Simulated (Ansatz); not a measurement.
# GaH₃O₂ + H₂: a complex and its separated parts

The complex below is one end of an elementary step. How strongly is it bound against its free parts?

Program: Ansatz 0.2.0, Gaussian basis. Level of theory: PBE0-D4/def2-TZVP structures, single points in def2-TZVPP, no counterpoise correction. These are calculated values, not measurements.

Levels: SPW92, PBE-D4, BLYP-D4, r2SCAN-D4, B97M-V, PBE0-D4, B3LYP-D4, r2SCAN0-D4, BHLYP-D4, CAM-B3LYP-D4, wB97X-V, wB97M-V, B2PLYP, PBE-QIDH, RPA on PBE, Hartree-Fock, MP2, CCSD, CCSD(T).

Correlated methods freeze the cores. Filled d shells of the heavier atoms are correlated. B3LYP uses VWN-RPA correlation. B2PLYP carries no dispersion term here.

94 further runs of the same task are left out: 94 set aside as unsound or not needed. Runs told in other sessions of the task aren't counted.

### 1 Where the work starts

The complex: 8 atoms, charge 0, spin multiplicity 1.

Atoms are counted from 1 here; the program's logs count them from 0.

Bond lengths: Ga1–H3 1.556 Å, Ga1–H4 1.553 Å, Ga1–O6 1.815 Å, H2–H5 0.750 Å, O6–O7 1.439 Å, O7–H8 0.964 Å. Angles: H3–Ga1–H4 131.8°, H3–Ga1–O6 109.9°, H4–Ga1–O6 118.2°, Ga1–O6–O7 109.1°, O6–O7–H8 100.0°.

Geometry (Å):

```
Ga   -0.4917    0.4321   -0.8496
H    -0.2102   -2.2086   -0.4986
H     0.0300    0.3657   -2.3145
H    -1.9165    0.2830   -0.2508
H     0.2980   -1.8993   -0.0413
O     0.8732    0.8432    0.2737
O     0.3996    0.7872    1.6313
H     1.0177    1.3966    2.0498
```

Its parts: GaH₃O₂ holds atoms 1, 3, 4, 6, 7, 8; H₂ holds atoms 2, 5. Each part counts its atoms afresh in its own runs.

### 2 Relaxing GaH₃O₂ alone

Input file relax-a/in.yaml:

```yaml
crystal:
  periodic: [false, false, false]
  atoms:
    - {symbol: Ga, position_ang: [-0.491737, 0.432094, -0.849649]}
    - {symbol: H, position_ang: [0.029958, 0.365736, -2.314529]}
    - {symbol: H, position_ang: [-1.916502, 0.282968, -0.250814]}
    - {symbol: O, position_ang: [0.873198, 0.843170, 0.273668]}
    - {symbol: O, position_ang: [0.399620, 0.787239, 1.631343]}
    - {symbol: H, position_ang: [1.017658, 1.396585, 2.049803]}
basis:
  gaussian: {orbitals: def2-TZVP}
hamiltonian: {xc: pbe0, dispersion: d4}
relax: {f_tol: 0.005, max_steps: 200}
```

Run with:

```
$ ansatz run in.yaml --threads 4 --pin off --events-out ev --progress --plain --max-ram 9574MiB
```

What it wrote, shortened:

```text
Functional definition: PBE0
  name "PBE0"
  cite "Adamo & Barone, J. Chem. Phys. 110, 6158 (1999) doi:10.1063/1.478522"
  cite "Perdew, Burke & Ernzerhof, Phys. Rev. Lett. 77, 3865 (1996) doi:10.1103/PhysRevLett.77.3865"
  parent pbe
[...]
847 factors; their error is unknown
[...]
mean field -56508.91014611 eV, -2076.6641447546 hartree, gradient 3.8e-5 eV, S^2 0.000000; 0 other end points of the search recorded, 0 dependent functions left out
[...]
reference -56508.91017300 eV, -2076.6641457427 hartree; 25, 25 occupied and 103, 103 virtual orbitals, 847 factors
[...]
reference -56508.91480643 eV, -2076.6643160181 hartree; 25, 25 occupied and 103, 103 virtual orbitals, 847 factors
Total energy: -56508.98189623 eV, -2076.6667815230 hartree
Atom 0 at    -0.503512     0.441896    -0.858260 Å, force     0.000404     0.000146     0.000212 eV/Å
Atom 1 at     0.047896     0.360102    -2.310228 Å, force    -0.000036    -0.000122     0.000084 eV/Å
Atom 2 at    -1.921917     0.228107    -0.264840 Å, force    -0.000006    -0.000054    -0.000028 eV/Å
Atom 3 at     0.838317     0.867711     0.277723 Å, force    -0.000565     0.000109    -0.000165 eV/Å
Atom 4 at     0.337842     0.927309     1.623952 Å, force     0.000625     0.000406    -0.000031 eV/Å
Atom 5 at     1.113569     1.282667     2.071475 Å, force    -0.000421    -0.000486    -0.000072 eV/Å
Dipole moment:    -0.033203     0.034458    -0.061157 e Å
```

Wall time 28 s (4 threads of Arm Neoverse V2, shared host).

Step by step: (the energy doesn't fall at every step)

```
step  energy from step 1 (eV)  largest force component (eV/Å)
   1                   0.0000                          0.1526
   2                  -0.0002                          0.1674
   3                  -0.0035                          0.0944
   4                  -0.0035                          0.0777
   5                  -0.0038                          0.0384
   6                  -0.0039                          0.0406
   7                  -0.0041                          0.0115
   8                  -0.0043                          0.0154
   9                  -0.0031                          0.3153
  10                  -0.0044                          0.0078
  11                  -0.0013                          0.4625
  12                  -0.0044                          0.0103
  13                  -0.0045                          0.0062
  14                  -0.0045                          0.0029
  15                  -0.0045                          0.0432
  16                  -0.0045                          0.0141
  17                  -0.0045                          0.0007
  18                  -0.0046                          0.0052
  19                  -0.0044                          0.0947
  20                  -0.0046                          0.0048
  21                  -0.0046                          0.0004
  22                  -0.0046                          0.0006
```

Distances of close pairs at the start and the end, largest changes first:

| bond | before (Å) | after (Å) | change (Å) |
| --- | --- | --- | --- |
| Ga1–O4 | 1.815 | 1.809 | -0.006 |
| O4–O5 | 1.439 | 1.437 | -0.002 |
| Ga1–H2 | 1.556 | 1.555 | -0.001 |
| Ga1–H3 | 1.553 | 1.552 | -0.000 |
| O5–H6 | 0.964 | 0.963 | -0.000 |

### 3 Relaxing H₂ alone

Input file relax-b/in.yaml:

```yaml
crystal:
  periodic: [false, false, false]
  atoms:
    - {symbol: H, position_ang: [-0.210182, -2.208592, -0.498556]}
    - {symbol: H, position_ang: [0.297986, -1.899299, -0.041267]}
basis:
  gaussian: {orbitals: def2-TZVP}
hamiltonian: {xc: pbe0, dispersion: d4}
relax: {f_tol: 0.005, max_steps: 200}
```

Run with:

```
$ ansatz run in.yaml --threads 4 --pin off --events-out ev --progress --plain --max-ram 9574MiB
```

What it wrote, shortened:

```text
[... 5 set-up lines as earlier in the session ...]
[...]
88 factors; their error is unknown
[...]
mean field -31.78833204 eV, -1.1681996556 hartree, gradient 1.7e-5 eV, S^2 0.000000; 0 other end points of the search recorded, 0 dependent functions left out
[...]
reference -31.78866850 eV, -1.1682120202 hartree; 1, 1 occupied and 11, 11 virtual orbitals, 88 factors
Total energy: -31.79027506 eV, -1.1682710603 hartree
Atom 0 at    -0.208777    -2.207737    -0.497292 Å, force     0.001818     0.001106     0.001636 eV/Å
Atom 1 at     0.296581    -1.900154    -0.042531 Å, force    -0.001818    -0.001106    -0.001636 eV/Å
Dipole moment:    -0.000000    -0.000000    -0.000000 e Å
```

It took 0.15 s on 4 threads of Arm Neoverse V2, shared host.

The steps of the relaxation:

| step | energy from step 1 (eV) | largest force component (eV/Å) |
| --- | --- | --- |
| 1 | 0.0000 | 0.1019 |
| 2 | -0.0003 | 0.0018 |

The bond:

```csv
bond,before (Å),after (Å),change (Å)
H1–H2,0.750,0.746,-0.004
```

### 4 SPW92/def2-TZVPP

Input file parta/in.yaml:

```yaml
crystal:
  periodic: [false, false, false]
  atoms:
    - {symbol: Ga, position_ang: [-0.503512, 0.441896, -0.858260]}
    - {symbol: H, position_ang: [0.047896, 0.360102, -2.310228]}
    - {symbol: H, position_ang: [-1.921917, 0.228107, -0.264840]}
    - {symbol: O, position_ang: [0.838317, 0.867711, 0.277723]}
    - {symbol: O, position_ang: [0.337842, 0.927309, 1.623952]}
    - {symbol: H, position_ang: [1.113569, 1.282667, 2.071475]}
basis:
  gaussian: {orbitals: def2-TZVPP}
hamiltonian: {xc: lda}
```

Input file partb/in.yaml:

```yaml
crystal:
  periodic: [false, false, false]
  atoms:
    - {symbol: H, position_ang: [-0.208777, -2.207737, -0.497292]}
    - {symbol: H, position_ang: [0.296581, -1.900154, -0.042531]}
basis:
  gaussian: {orbitals: def2-TZVPP}
hamiltonian: {xc: lda}
```

The same command starts each run, in its folder.

Run with:

```
$ ansatz run in.yaml --threads 4 --pin off --events-out ev --progress --plain --max-ram 9574MiB
```

Output in parta, shortened:

```text
Functional definition: SPW92
  name "SPW92"
  cite "Dirac, Proc. Camb. Phil. Soc. 26, 376 (1930) doi:10.1017/S0305004100016108"
  cite "Slater, Phys. Rev. 81, 385 (1951) doi:10.1103/PhysRev.81.385"
  cite "Perdew & Wang, Phys. Rev. B 45, 13244 (1992) doi:10.1103/PhysRevB.45.13244"
[...]
847 factors; their error is unknown
[...]
mean field -56408.33344343 eV, -2072.9680191042 hartree, gradient 5.4e-5 eV, S^2 0.000000; 0 other end points of the search recorded, 0 dependent functions left out
reference -56408.33347731 eV, -2072.9680203496 hartree; 25, 25 occupied and 127, 127 virtual orbitals, 847 factors
Total energy: -56408.33347731 eV, -2072.9680203496 hartree
```

Output in partb, shortened:

```text
[... 5 set-up lines as earlier in the session ...]
[...]
118 factors; their error is unknown
[...]
mean field -30.93531524 eV, -1.1368518663 hartree, gradient 4.4e-5 eV, S^2 0.000000; 0 other end points of the search recorded, 0 dependent functions left out
reference -30.93533592 eV, -1.1368526262 hartree; 1, 1 occupied and 27, 27 virtual orbitals, 118 factors
Total energy: -30.93533592 eV, -1.1368526262 hartree
```

Times: 0.65 s (parta), 0.1 s (partb) on 4 threads of Arm Neoverse V2, shared host.

### 5 PBE-D4/def2-TZVPP

The same edit goes into each in.yaml of step 4 (parta, partb):

```diff
-hamiltonian: {xc: lda}
+hamiltonian: {xc: pbe, dispersion: d4}
```

Each run has its own folder and the same command.

Run with:

```
$ ansatz run in.yaml --threads 4 --pin off --events-out ev --progress --plain --max-ram 9574MiB
```

parta printed, shortened:

```text
Functional definition: PBE
  name "PBE"
[... 2 set-up lines as earlier in the session ...]
[...]
847 factors; their error is unknown
[...]
mean field -56508.18007497 eV, -2076.6373151351 hartree, gradient 2.8e-5 eV, S^2 0.000000; 0 other end points of the search recorded, 0 dependent functions left out
reference -56508.18011136 eV, -2076.6373164722 hartree; 25, 25 occupied and 127, 127 virtual orbitals, 847 factors
Total energy: -56508.26055960 eV, -2076.6402728904 hartree
```

Output in partb, shortened:

```text
[... 4 set-up lines as earlier in the session ...]
[...]
118 factors; their error is unknown
[...]
mean field -31.73222652 eV, -1.1661378157 hartree, gradient 3.1e-5 eV, S^2 0.000000; 0 other end points of the search recorded, 0 dependent functions left out
reference -31.73224820 eV, -1.1661386123 hartree; 1, 1 occupied and 27, 27 virtual orbitals, 118 factors
Total energy: -31.73426743 eV, -1.1662128179 hartree
```

They took 0.86 s (parta), 0.1 s (partb) on 4 threads of Arm Neoverse V2, shared host.

### 6 BLYP-D4/def2-TZVPP

The same edit goes into each in.yaml of step 5 (parta, partb):

```diff
-hamiltonian: {xc: pbe, dispersion: d4}
+hamiltonian: {xc: {name: BLYP}, dispersion: d4}
```

Each run has its own folder and the same command.

Run with:

```
$ ansatz run in.yaml --threads 4 --pin off --events-out ev --progress --plain --max-ram 9574MiB
```

Log of parta, shortened:

```text
Functional definition: BLYP
  name "BLYP"
  cite "Becke, Phys. Rev. A 38, 3098 (1988) doi:10.1103/PhysRevA.38.3098"
  cite "Lee, Yang & Parr, Phys. Rev. B 37, 785 (1988) doi:10.1103/PhysRevB.37.785"
[...]
847 factors; their error is unknown
[...]
mean field -56521.81076179 eV, -2077.1382336364 hartree, gradient 3.5e-5 eV, S^2 0.000000; 0 other end points of the search recorded, 0 dependent functions left out
reference -56521.81106627 eV, -2077.1382448258 hartree; 25, 25 occupied and 127, 127 virtual orbitals, 847 factors
Total energy: -56521.99077092 eV, -2077.1448488499 hartree
```

Log of partb, shortened:

```text
[... 4 set-up lines as earlier in the session ...]
[...]
118 factors; their error is unknown
[...]
mean field -31.82604712 eV, -1.1695856594 hartree, gradient 8.3e-5 eV, S^2 0.000000; 0 other end points of the search recorded, 0 dependent functions left out
reference -31.82623955 eV, -1.1695927309 hartree; 1, 1 occupied and 27, 27 virtual orbitals, 118 factors
Total energy: -31.83113748 eV, -1.1697727263 hartree
```

They took 1.2 s (parta), 0.1 s (partb) on 4 threads of Arm Neoverse V2, shared host.

### 7 r2SCAN-D4/def2-TZVPP

Each input of step 6 (parta, partb) changes in the same lines:

```diff
-hamiltonian: {xc: {name: BLYP}, dispersion: d4}
+hamiltonian: {xc: r2scan, dispersion: d4}
```

One command serves all of them, each in its own folder.

Run with:

```
$ ansatz run in.yaml --threads 4 --pin off --events-out ev --progress --plain --max-ram 9574MiB
```

Output in parta, shortened:

```text
Functional definition: r2SCAN
  name "r2SCAN"
  cite "Furness, Kaplan, Ning, Perdew & Sun, J. Phys. Chem. Lett. 11, 8208 (2020) doi:10.1021/acs.jpclett.0c02405"
  cite "Furness, Kaplan, Ning, Perdew & Sun, J. Phys. Chem. Lett. 11, 9248 (2020) doi:10.1021/acs.jpclett.0c03077"
  parent r2scan
[...]
847 factors; their error is unknown
[...]
mean field -56518.03495020 eV, -2076.9994751199 hartree, gradient 5.7e-5 eV, S^2 0.000000; 0 other end points of the search recorded, 0 dependent functions left out
reference -56518.03496135 eV, -2076.9994755297 hartree; 25, 25 occupied and 127, 127 virtual orbitals, 847 factors
Total energy: -56518.05318556 eV, -2077.0001452568 hartree
```

Log of partb, shortened:

```text
[... 5 set-up lines as earlier in the session ...]
[...]
118 factors; their error is unknown
[...]
mean field -31.87204596 eV, -1.1712760853 hartree, gradient 4.1e-5 eV, S^2 0.000000; 0 other end points of the search recorded, 0 dependent functions left out
reference -31.87205258 eV, -1.1712763285 hartree; 1, 1 occupied and 27, 27 virtual orbitals, 118 factors
Total energy: -31.87255396 eV, -1.1712947541 hartree
```

Times: 1.8 s (parta), 0.3 s (partb) on 4 threads of Arm Neoverse V2, shared host.

### 8 B97M-V/def2-TZVPP

The same edit goes into each in.yaml of step 7 (parta, partb):

```diff
-hamiltonian: {xc: r2scan, dispersion: d4}
+hamiltonian: {xc: {name: B97M-V}}
```

The same command starts each run, in its folder.

Run with:

```
$ ansatz run in.yaml --threads 4 --pin off --events-out ev --progress --plain --max-ram 9574MiB
```

Log of parta, shortened:

```text
Functional definition: B97M-V
  name "B97M-V"
  cite "Mardirossian & Head-Gordon, J. Chem. Phys. 142, 074111 (2015) doi:10.1063/1.4907719"
  cite "Becke, J. Chem. Phys. 107, 8554 (1997) doi:10.1063/1.475007"
  cite "Vydrov & Van Voorhis, J. Chem. Phys. 133, 244103 (2010) doi:10.1063/1.3521275"
  # Of w^i u^j: cxij and so on, Table III.
[...]
  gx(w, u) = cx00 + cx01*u + cx02*u^2 + (cx10 + cx11*u)*w
[...]
  gos(w, u) = cos00 + cos01*u + cos03*u^3 + cos10*w + cos32*w^3*u^2
[...]
      + integral(e_c_pw_mod_opposite_spin*gos(b97_w_opposite, b97_u_opposite)) + vv10(b, c)
847 factors; their error is unknown
[...]
mean field -56509.06767160 eV, -2076.6699337093 hartree, gradient 3.4e-5 eV, S^2 0.000000; 0 other end points of the search recorded, 0 dependent functions left out
reference -56509.06772611 eV, -2076.6699357129 hartree; 25, 25 occupied and 127, 127 virtual orbitals, 847 factors
Total energy: -56509.06772611 eV, -2076.6699357129 hartree
```

partb printed, shortened:

```text
[... 5 set-up lines as earlier in the session ...]
  # Of w^i u^j: cxij and so on, Table III.
[...]
  gx(w, u) = cx00 + cx01*u + cx02*u^2 + (cx10 + cx11*u)*w
  gss(w, u) = css00 + css02*u^2 + css10*w + (css32*w^3 + css42*w^4)*u^2
  gos(w, u) = cos00 + cos01*u + cos03*u^3 + cos10*w + cos32*w^3*u^2
[...]
      + integral(e_c_pw_mod_opposite_spin*gos(b97_w_opposite, b97_u_opposite)) + vv10(b, c)
118 factors; their error is unknown
[...]
mean field -31.90527909 eV, -1.1724973803 hartree, gradient 8.2e-6 eV, S^2 0.000000; 0 other end points of the search recorded, 0 dependent functions left out
reference -31.90530877 eV, -1.1724984711 hartree; 1, 1 occupied and 27, 27 virtual orbitals, 118 factors
Total energy: -31.90530877 eV, -1.1724984711 hartree
```

Wall times: 3.5 s (parta), 0.15 s (partb) on 4 threads of Arm Neoverse V2, shared host.

### 9 PBE0-D4/def2-TZVPP

Each input of step 8 (parta, partb) changes in the same lines:

```diff
-hamiltonian: {xc: {name: B97M-V}}
+hamiltonian: {xc: pbe0, dispersion: d4}
+output: {orbitals: {seedname: orbitals}}
```

One command serves all of them, each in its own folder.

Run with:

```
$ ansatz run in.yaml --threads 4 --pin off --events-out ev --progress --plain --max-ram 9574MiB
```

parta printed, shortened:

```text
[... 5 set-up lines as earlier in the session ...]
[...]
892 factors; their error is unknown
[...]
mean field -56508.97118264 eV, -2076.6663878057 hartree, gradient 4.0e-5 eV, S^2 0.000000; 0 other end points of the search recorded, 0 dependent functions left out
reference -56508.97120961 eV, -2076.6663887970 hartree; 25, 25 occupied and 127, 127 virtual orbitals, 892 factors
Total energy: -56509.03829942 eV, -2076.6688543017 hartree
```

partb printed, shortened:

```text
[... 5 set-up lines as earlier in the session ...]
[...]
118 factors; their error is unknown
[...]
mean field -31.79610672 eV, -1.1684853698 hartree, gradient 5.5e-5 eV, S^2 0.000000; 0 other end points of the search recorded, 0 dependent functions left out
reference -31.79612271 eV, -1.1684859575 hartree; 1, 1 occupied and 27, 27 virtual orbitals, 118 factors
Total energy: -31.79772928 eV, -1.1685449976 hartree
```

Wall times: 1.9 s (parta), 0.1 s (partb) on 4 threads of Arm Neoverse V2, shared host.

### 10 B3LYP-D4/def2-TZVPP

Each input of step 9 (parta, partb) changes in the same lines:

```diff
-hamiltonian: {xc: pbe0, dispersion: d4}
-output: {orbitals: {seedname: orbitals}}
+hamiltonian: {xc: {name: B3LYP}, dispersion: d4}
```

The same command starts each run, in its folder.

Run with:

```
$ ansatz run in.yaml --threads 4 --pin off --events-out ev --progress --plain --max-ram 9574MiB
```

parta printed, shortened:

```text
Functional definition: B3LYP
  name "B3LYP"
  cite "Stephens, Devlin, Chabalowski & Frisch, J. Phys. Chem. 98, 11623 (1994) doi:10.1021/j100096a001"
[... 2 set-up lines as earlier in the session ...]
  cite "Vosko, Wilk & Nusair, Can. J. Phys. 58, 1200 (1980) doi:10.1139/p80-159"
[...]
882 factors; their error is unknown
[...]
mean field -56521.81322175 eV, -2077.1383240384 hartree, gradient 2.8e-5 eV, S^2 0.000000; 0 other end points of the search recorded, 0 dependent functions left out
reference -56521.81344723 eV, -2077.1383323245 hartree; 25, 25 occupied and 127, 127 virtual orbitals, 882 factors
Total energy: -56521.94472139 eV, -2077.1431565610 hartree
```

Output in partb, shortened:

```text
[... 6 set-up lines as earlier in the session ...]
[...]
118 factors; their error is unknown
[...]
mean field -32.10922435 eV, -1.1799922306 hartree, gradient 4.6e-5 eV, S^2 0.000000; 0 other end points of the search recorded, 0 dependent functions left out
reference -32.10936646 eV, -1.1799974528 hartree; 1, 1 occupied and 27, 27 virtual orbitals, 118 factors
Total energy: -32.11251756 eV, -1.1801132538 hartree
```

They took 1.8 s (parta), 0.1 s (partb) on 4 threads of Arm Neoverse V2, shared host.

### 11 r2SCAN0-D4/def2-TZVPP

Each input of step 10 (parta, partb) changes in the same lines:

```diff
-hamiltonian: {xc: {name: B3LYP}, dispersion: d4}
+hamiltonian: {xc: {name: r2SCAN0}, dispersion: d4}
```

Each run has its own folder and the same command.

Run with:

```
$ ansatz run in.yaml --threads 4 --pin off --events-out ev --progress --plain --max-ram 9574MiB
```

Output in parta, shortened:

```text
Functional definition: r2SCAN0
  name "r2SCAN0"
  cite "Bursch, Neugebauer, Ehlert & Grimme, J. Chem. Phys. 156, 134105 (2022) doi:10.1063/5.0086040"
[... 3 set-up lines as earlier in the session ...]
[...]
892 factors; their error is unknown
[...]
mean field -56516.47534076 eV, -2076.9421605302 hartree, gradient 1.8e-5 eV, S^2 0.000000; 0 other end points of the search recorded, 0 dependent functions left out
reference -56516.47534965 eV, -2076.9421608566 hartree; 25, 25 occupied and 127, 127 virtual orbitals, 892 factors
Total energy: -56516.49703153 eV, -2076.9429576513 hartree
```

Output in partb, shortened:

```text
[... 6 set-up lines as earlier in the session ...]
[...]
118 factors; their error is unknown
[...]
mean field -31.85186174 eV, -1.1705343289 hartree, gradient 1.4e-5 eV, S^2 0.000000; 0 other end points of the search recorded, 0 dependent functions left out
reference -31.85186686 eV, -1.1705345172 hartree; 1, 1 occupied and 27, 27 virtual orbitals, 118 factors
Total energy: -31.85240824 eV, -1.1705544125 hartree
```

Times: 2.8 s (parta), 0.3 s (partb) on 4 threads of Arm Neoverse V2, shared host.

### 12 BHLYP-D4/def2-TZVPP

The same edit goes into each in.yaml of step 11 (parta, partb):

```diff
-hamiltonian: {xc: {name: r2SCAN0}, dispersion: d4}
+hamiltonian: {xc: {name: BHLYP}, dispersion: d4}
```

One command serves all of them, each in its own folder.

Run with:

```
$ ansatz run in.yaml --threads 4 --pin off --events-out ev --progress --plain --max-ram 9574MiB
```

Log of parta, shortened:

```text
Functional definition: BHLYP
  name "BHLYP"
  cite "Becke, J. Chem. Phys. 98, 1372 (1993) doi:10.1063/1.464304"
[... 2 set-up lines as earlier in the session ...]
[...]
984 factors; their error is unknown
[...]
mean field -56517.37018261 eV, -2076.9750453613 hartree, gradient 6.5e-5 eV, S^2 0.000000; 0 other end points of the search recorded, 0 dependent functions left out
reference -56517.37033448 eV, -2076.9750509426 hartree; 25, 25 occupied and 127, 127 virtual orbitals, 984 factors
Total energy: -56517.47300881 eV, -2076.9788241547 hartree
```

partb printed, shortened:

```text
[... 5 set-up lines as earlier in the session ...]
[...]
118 factors; their error is unknown
[...]
mean field -31.83804474 eV, -1.1700265635 hartree, gradient 5.6e-5 eV, S^2 0.000000; 0 other end points of the search recorded, 0 dependent functions left out
reference -31.83814030 eV, -1.1700300754 hartree; 1, 1 occupied and 27, 27 virtual orbitals, 118 factors
Total energy: -31.83988390 eV, -1.1700941515 hartree
```

They took 1.7 s (parta), 0.1 s (partb) on 4 threads of Arm Neoverse V2, shared host.

(Part 1 of 2 ends here.)
